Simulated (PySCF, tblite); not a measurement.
# C₅H₉FOSi: geometry, infrared bands and NMR shifts

Wanted: the infrared bands and NMR shifts of C₅H₉FOSi (`FCOC1=CCC[SiH2]1`), by calculation.

The runs use tblite 0.8.0 and PySCF 2.14.0, with density-fitted response routines of our own; the level of theory stands in each step. All values are computed, except where a source is named. Atoms count from 0, in the outputs and in this text.

### 1 The starting structure

17 atoms, charge 0, multiplicity 1; geometry from: force field or distance geometry start.

Bonds of the start (Å): F0–C1 1.40, C1–O2 1.37, O2–C3 1.41, C3–C4 1.31, C4–C5 1.44, C5–C6 1.51, C6–Si7 1.90, Si7–C3 1.87, C1–H8 1.13, C1–H9 1.09, C4–H10 1.11, C5–H11 1.13, C5–H12 1.11, C6–H13 1.10, C6–H14 1.10, Si7–H15 1.45, Si7–H16 1.45.

### 2 Optimising the geometry with GFN2-xTB

Job settings and geometry (Å):

```
{"job": {"kind": "relax", "xc": "GFN2-xTB", "basis": "xTB"}, "charge": 0, "multiplicity": 1}
F      3.982500    -1.135600     0.092800
C      2.843400    -0.326000    -0.013600
O      1.667000    -0.997400     0.178600
C      0.366800    -0.466700     0.130000
C     -0.150500     0.437500    -0.659400
C     -1.534300     0.740800    -0.424900
C     -1.894900     0.636100     1.037800
Si    -0.981600    -1.001600     1.313200
H      2.952000     0.421200     0.825000
H      2.882700     0.271400    -0.926300
H      0.468800     0.903400    -1.453600
H     -1.701200     1.794900    -0.784600
H     -2.271500     0.106900    -0.965300
H     -2.979700     0.514800     1.194500
H     -1.431300     1.407300     1.664500
H     -1.725200    -2.124700     0.764200
H     -0.500000    -1.170500     2.666700
```

Started as:

```sh
$ OMP_NUM_THREADS=1 python probes_run.py task.json out
```

One launch serves the whole session: the jobs run in the order shown.

**Question.** This job is followed by: GFN2-xTB harmonic vibrations, gas phase; GIAO PBE0/pcSseg-1 NMR shielding, non-relativistic, gas phase. What will the session give for the following? strongest single infrared mode (GFN2-xTB); zero-point energy (GFN2-xTB); 13C shifts against TMS (PBE0/pcSseg-1); 1H shifts against TMS (PBE0/pcSseg-1, means over atoms taken as alike); 19F shifts against CFCl3 (PBE0/pcSseg-1); 17O shifts against H2O (PBE0/pcSseg-1); 29Si shifts against TMS (PBE0/pcSseg-1).

The runs gave:

```
                                                              quantity                               value
                             strongest single infrared mode (GFN2-xTB)               2242 cm⁻¹, 369 km/mol
                                          zero-point energy (GFN2-xTB)                       79.4 kcal/mol
                                13C shifts against TMS (PBE0/pcSseg-1)  163.1, 122.7, 106.6, 33.1, 4.7 ppm
1H shifts against TMS (PBE0/pcSseg-1, means over atoms taken as alike)    5.73, 5.15, 4.73, 2.70, 1.05 ppm
                              19F shifts against CFCl3 (PBE0/pcSseg-1)                          -191.9 ppm
                                17O shifts against H2O (PBE0/pcSseg-1)                           150.5 ppm
                               29Si shifts against TMS (PBE0/pcSseg-1)                           -36.5 ppm
```

The optimisation took 69 steps and gained 0.881 eV; among the close pairs (by a distance rule), C4–C5 changed most, from 1.436 to 1.500 Å. All 45 modes are real, so the xTB geometry is a minimum. The strongest single mode, at 2242 cm⁻¹, moves mainly H15. Unscaled tight-binding wavenumbers are off by several per cent, some by more. Its intensities can rank the bands wrongly. C3 (alkene carbon bearing oxygen) lies farthest downfield among carbon, at 163.1 ppm; an sp2 carbon further deshielded by the attached heteroatom. The most deshielded hydrogen is H8, H9 (mean) (hydrogen on an sp3 CH2 bonded to F and O), at 5.73 ppm: its carbon carries F and O, hence the downfield position. At PBE0/pcSseg-1: The widest tensor belongs to C4: span 175 ppm, with a paramagnetic part of -196 ppm.
